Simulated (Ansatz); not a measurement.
Run this with Ansatz 0.2.0, Python API and show what comes out.

`run_opt.py`:
```python
"""Geometry optimisation of C4H5BO."""

import ansatz as az
from ase import Atoms
import numpy as np

BASIS_SET = "def2-SVP"
FUNCTIONAL = "r2SCAN"


def main() -> None:
    atoms = Atoms(["B", "C", "C", "C", "C", "O", "H", "H", "H", "H", "H"], positions=[
        [2.1208, -0.0872, 0.0702],
        [0.5715, 0.0987, 0.0503],
        [-0.3562, -0.8798, -0.2417],
        [-1.587, -0.2677, -0.1381],
        [-1.3338, 1.0437, 0.21],
        [-0.038, 1.2307, 0.3146],
        [2.5968, -1.1393, -0.1794],
        [2.822, 0.8257, 0.3354],
        [-0.1632, -1.9133, -0.4988],
        [-2.5552, -0.7231, -0.2974],
        [-2.0777, 1.8116, 0.3748],
    ])
    geometry = az.Crystal.molecule_from_ase(atoms)

    calculation = (
        geometry.calculation()
        .basis(gaussian=BASIS_SET)
        .functional(FUNCTIONAL)
    )
    symbols = [site.symbol for site in geometry.cartesian_sites]
    start = np.array([site.position_ang for site in geometry.cartesian_sites], dtype=float)
    def progress(event):
        if event["event"] == "relax_step":
            row = event["data"]
            print(f"step {row['step']:3d}  E = {row['lagrangian_ev']:.6f} eV  largest force component {row['allowed_force_max_ev_ang']:.4f} eV/A")


    data = calculation.relax(force_tolerance=0.02).session().plan().execute(on_event=progress).report
    end = np.array(data["positions_ang"])

    for key in ("converged", "free_energy_ev", "reference_energy_ev", "n_frozen", "n_occupied", "n_virtual"):
        print(f"{key:22s} {data[key]}")

    print("final positions (A) and the move of each atom")
    for symbol, xyz, old in zip(symbols, end, start):
        print(f"{symbol:2s} {xyz[0]:10.5f} {xyz[1]:10.5f} {xyz[2]:10.5f}   {np.linalg.norm(xyz - old):7.4f}")

    charges = data["charge_distribution"]
    dipole = np.array(charges["dipole_moment_e_ang"]) * 4.803205
    print("dipole (D): {:.3f} {:.3f} {:.3f}, length {:.3f}".format(*dipole, np.linalg.norm(dipole)))
    print("atom  Mulliken   Lowdin")
    for symbol, m, l in zip(symbols, charges["mulliken_charges_e"], charges["lowdin_charges_e"]):
        print(f"{symbol:4s} {m:9.3f} {l:8.3f}")


if __name__ == "__main__":
    main()
```

```console
$ python run_opt.py
step   1  E = -6942.207996 eV  largest force component 3.7058 eV/A
step   2  E = -6942.428912 eV  largest force component 1.5020 eV/A
step   3  E = -6942.497558 eV  largest force component 0.2910 eV/A
step   4  E = -6942.500426 eV  largest force component 0.0441 eV/A
step   5  E = -6942.500860 eV  largest force component 0.0255 eV/A
step   6  E = -6942.500957 eV  largest force component 0.0088 eV/A
converged              True
free_energy_ev         -6942.500967134627
reference_energy_ev    -6942.500967134627
n_frozen               0
n_occupied             [21, 21]
n_virtual              [88, 88]
final positions (A) and the move of each atom
B     2.12352   -0.05974    0.07737    0.0285
C     0.61292    0.01889    0.03168    0.0918
C    -0.37433   -0.92093   -0.25298    0.0463
C    -1.63176   -0.28252   -0.14393    0.0475
C    -1.34576    1.02112    0.20359    0.0263
O    -0.03228    1.21848    0.31173    0.0138
H     2.64799   -1.11816   -0.17177    0.0559
H     2.78347    0.90972    0.35525    0.0945
H    -0.18145   -1.96193   -0.51202    0.0536
H    -2.62151   -0.70994   -0.29702    0.0676
H    -1.98081    1.88501    0.39800    0.1238
dipole (D): -2.438 -0.354 -0.197, length 2.471
atom  Mulliken   Lowdin
B        0.001   -0.095
C        0.135   -0.097
C       -0.045    0.008
C       -0.080   -0.075
C        0.155   -0.018
O       -0.232    0.245
H       -0.043   -0.021
H       -0.031   -0.019
H        0.044    0.034
H        0.042    0.027
H        0.054    0.008
```

These settings explore the input space; basis and method may be short of convergence. The end point is the stationary point reached from this start; no frequency run checks that it is a minimum, and the basis set is modest. The Löwdin charges here are taken after orthogonalising the functions within each atom; they differ from plain Löwdin charges, and their signs can be unphysical. Finished in 48 s on 1 thread of Arm Neoverse V2, on a shared host, peak memory 0.23 GiB.

(Lines on the test bed's own set-up are left out of the output.)
